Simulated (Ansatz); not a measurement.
ClH5NSi2, SMILES N[SiH2][SiH]Cl, an atomisation energy

Computed with Ansatz 0.2.0 through its Python package.

Input file `clh5nsi2.xyz`:
```text
9

N    -1.34680    0.65520    0.55990
Si   -0.43580   -0.83820    0.18470
Si    1.50850   -0.30660   -0.77840
Cl    2.61690    0.90080    0.52400
H    -0.73480    1.23570    1.17580
H    -1.45370    1.17740   -0.33820
H    -0.17760   -1.57930    1.42810
H    -1.22320   -1.67540   -0.73230
H     1.24660    0.43040   -2.02350
```

Typed at the interpreter:
```pycon
>>> from collections import Counter
>>> import ansatz as az
>>> def energy_of(molecule, charge=0, unpaired=0):
...     calc = molecule.calculation().basis(gaussian='def2-SVP').functional('PBE0', dispersion='d3bj')
...     if charge:
...         calc = calc.charge(charge)
...     if unpaired:
...         calc = calc.spin('collinear', total=unpaired)
...     return calc.run().report['free_energy_ev']
...
>>> clh5nsi2 = az.Crystal.molecule_from_extxyz('clh5nsi2.xyz')
>>> # Hund ground states
>>> unpaired = {'N': 3, 'Si': 2, 'Cl': 1, 'H': 1}
>>> counts = Counter(site.symbol for site in clh5nsi2.cartesian_sites)
>>> atom_energy = {s: energy_of(az.Crystal.molecule().atom(s, (0, 0, 0)), 0, unpaired[s]) for s in counts}

>>> whole = energy_of(clh5nsi2, 0, 1)
>>> for s, e in atom_energy.items():
...     print(f'{s:2s} x{counts[s]}  {e:14.5f} eV')
...
N  x1     -1482.44855 eV
Si x2     -7868.22521 eV
Cl x1    -12512.84380 eV
H  x5       -13.61361 eV
>>> print(f'ClH5NSi2: {whole:.5f} eV')
ClH5NSi2: -29827.37867 eV
>>> split = sum(counts[s] * e for s, e in atom_energy.items()) - whole
>>> print(f'atomisation energy (no zero-point term): {23.060548 * split:.1f} kcal/mol, {split / sum(counts.values()):.3f} eV an atom')
atomisation energy (no zero-point term): 635.7 kcal/mol, 3.063 eV an atom
```

635.7 kcal/mol from the electronic energies, without the zero-point term.

Total energies depend on the basis set; only differences at equal settings carry meaning. The geometry is a force-field or estimated start, not a minimum of this method, and the basis set is short of its limit. All parts are taken at fixed geometry, without zero-point energy. The species is open-shell (spin multiplicity 2). Timing: 5.7 s on 1 thread of Arm Neoverse V2, on a shared host, peak memory 0.31 GiB.

(Lines on the test bed's own set-up are left out of the output.)
